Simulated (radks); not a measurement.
# The Coulomb parameter U of the 4f shell of Tb²⁺

The task here is to estimate one member of a computed series from the others.

Program: radks (a radial shooting solver on a logarithmic mesh, Libxc functionals) version 1. Level of theory: Dirac Kohn-Sham, LDA (Slater exchange, Perdew-Wang correlation), spin-unpolarised, spherical densities, finite nucleus; open shells are shared between the two j in proportion to 2j + 1. These are calculated values, not measurements, unless marked.

## Starting point

- element: terbium (Z = 65)
- charge: +2
- electrons: 63
- configuration: [Xe] 4f7.5 6s1.5
- nuclear rms radius: 5.06 fm

The first run:

The run's settings:

```text
Z 65
configuration [Xe] 4f7.5 6s1.5
relativity Dirac
functional lda,pw
spin unpolarised
j_filling average
nucleus finite rms 5.06 fm
c 137.035999084
```

Launch:

```console
python run_ks.py task.json out
```

All runs below come from this command, one after another.

Steps of the session up to this table: Start: [Xe] 4f7.5 6s1.5.

One table of the session follows, with a row left open; its other results are not shown here.

It belongs to the step «Start: [Xe] 4f7.5 6s1.5». Sizes of the orbitals, from the radial functions (bohr):

```
level     <r>  outermost maximum (interpolated)  90 % within  nodes
4d3/2  0.6142                             0.541        0.923      1
4d5/2  0.6248                             0.549        0.939      1
5s1/2       ?                                 ?            ?      ?
5p1/2   1.429                              1.26         2.08      3
5p3/2   1.518                              1.33         2.21      3
4f5/2  0.8015                             0.543         1.36      0
4f7/2  0.8118                             0.548         1.37      0
6s1/2   3.171                              2.89         4.52      5
```

Estimate the missing values for 5s1/2.

The run gave: <r>: 1.288; outermost maximum (interpolated): 1.16; 90 % within: 1.85; nodes: 4. In the column «<r>» it lies between 4f7/2 (0.8118) and 5p1/2 (1.429).
